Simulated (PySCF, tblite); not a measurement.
**C₄H₈FO₂Si radical: geometry, infrared bands and EPR parameters**

Wanted: the infrared bands and EPR parameters of C₄H₈FO₂Si radical (`[CH2]O[Si@](F)(C=C)OC`), by calculation.

Programs: tblite 0.8.0 and PySCF 2.14.0, with density-fitted response routines of our own. Each step states its level of theory. These are calculated values for one molecule in the gas phase, unless marked as measured. Atoms are numbered from 0 throughout.

### Step 1. The molecule as given

16 atoms, charge 0, multiplicity 2; geometry from: force field or distance geometry start.

Bonds of the start (Å): C0–O1 1.37, O1–Si2 1.74, Si2–F3 1.68, Si2–C4 1.83, C4–C5 1.33, Si2–O6 1.70, O6–C7 1.37, C0–H8 1.09, C0–H9 1.11, C4–H10 1.10, C5–H11 1.08, C5–H12 1.08, C7–H13 1.10, C7–H14 1.14, C7–H15 1.11.

### Step 2. Geometry optimisation with GFN2-xTB

Job settings and geometry (Å):

```
{"job": {"kind": "relax", "xc": "GFN2-xTB", "basis": "xTB"}, "charge": 0, "multiplicity": 2}
C     -1.683400     2.051000    -0.202200
O     -0.358200     2.006100     0.159900
Si     0.050100     0.342100     0.461300
F      0.532900     0.230600     2.069700
C      1.463100    -0.104900    -0.606000
C      2.709100     0.130400    -0.196800
O     -1.367800    -0.552500     0.154200
C     -1.201500    -1.911200     0.175800
H     -1.857800     2.171800    -1.275600
H     -2.336600     2.654700     0.460000
H      1.300300    -0.561900    -1.592600
H      3.548500    -0.138200    -0.827100
H      2.844000     0.580400     0.775800
H     -0.352500    -2.203500    -0.463200
H     -2.147600    -2.328400    -0.295300
H     -1.150100    -2.357500     1.190500
```

Started as:

```sh
$ OMP_NUM_THREADS=1 python probes_run.py task.json out
```

One launch serves the whole session: the jobs run in the order shown.

**Question.** This job is followed by: GFN2-xTB harmonic vibrations, gas phase; UKS B3LYP, pcH-1 on C F H O Si, non-relativistic, mean-field spin-orbit, GIAO. Predict these results of the whole session: strongest single infrared mode (GFN2-xTB); zero-point energy (GFN2-xTB); g(iso) (B3LYP); ⟨S²⟩; largest a(iso) (averaged by class); potential on the surface of density 0.002 e/bohr³, 1st and 99th percentile.

As calculated:

```
                                                                  quantity                  value
                                 strongest single infrared mode (GFN2-xTB)  1163 cm⁻¹, 239 km/mol
                                              zero-point energy (GFN2-xTB)          70.8 kcal/mol
                                                            g(iso) (B3LYP)                2.00317
                                                                      ⟨S²⟩     0.753 (exact 0.75)
                                        largest a(iso) (averaged by class)    13C on C0, 99.8 MHz
potential on the surface of density 0.002 e/bohr³, 1st and 99th percentile     -1.25 V and 1.19 V
```

Over 132 steps the energy fell by 1.033 eV; of the close pairs, O1–Si2 changed most, 1.740 to 1.617 Å. All 42 modes are real, so the xTB geometry is a minimum. The strongest single mode, at 1163 cm⁻¹, moves mainly O6 and C7. GFN2-xTB is a fitted tight-binding method: band positions and strengths are rough. Its intensities can rank the bands wrongly. Most of the unpaired spin sits on C0 (0.98 e). The isotropic g lies 0.9 ppt above the free-electron value. These values are for one conformer; the search (at its own cheap level) found 2 more, at 0.33, 1.24 kcal/mol, and measured spectra average over such forms.
